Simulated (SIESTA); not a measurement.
The system is Sn3Te.

```
CELL_PARAMETERS angstrom
4.86562 0.00000 0.00000
0.00000 4.86562 0.00000
0.00000 0.00000 4.86562
ATOMIC_POSITIONS crystal
Te 0.00000 0.00000 0.00000
Sn 0.00000 0.50000 0.50000
Sn 0.50000 0.00000 0.50000
Sn 0.50000 0.50000 0.00000
```

The cell comes from a database or a generator and needn't be the stable form of this composition.

Base run:

| Quantity | Value |
| --- | --- |
| Program | SIESTA 5.4.2 |
| Functional | PBEsol |
| Potentials or basis | PseudoDojo 0.4 standard (PBEsol files) |
| Basis | TZP (energy shift 0.003 Ry; two zetas on semicore shells) |
| Grid cutoff | 500 Ry |
| Energy shift | 0.003 Ry |
| k mesh | 6 × 6 × 6 |
| Occupations | fermi-dirac, width 0.05 eV |
| Spin | no spin polarisation |

Its results: band gap on the k mesh none (metal or under the smearing width); pressure -1.7 GPa.

**Question.** After a change of settings the same cell gave: band gap on the k mesh none (metal or under the smearing width); pressure 4.7 GPa. Which change was it?
A. basis from TZP (energy shift 0.003 Ry; two zetas on semicore shells) to SZP (energy shift 0.003 Ry)
B. basis from TZP (energy shift 0.003 Ry; two zetas on semicore shells) to TZDP (energy shift 0.003 Ry; two zetas on semicore shells)
C. basis from TZP (energy shift 0.003 Ry; two zetas on semicore shells) to DZP (energy shift 0.003 Ry; two zetas on semicore shells)
D. basis from TZP (energy shift 0.003 Ry; two zetas on semicore shells) to SZ (energy shift 0.003 Ry)

**Answer.** D.

Caveats: spin-orbit coupling is left out, which moves the levels of the heavy elements; the basis of atomic orbitals isn't converged, which shifts pressures, moduli and gaps; the basis has no polarisation orbitals (some runs).
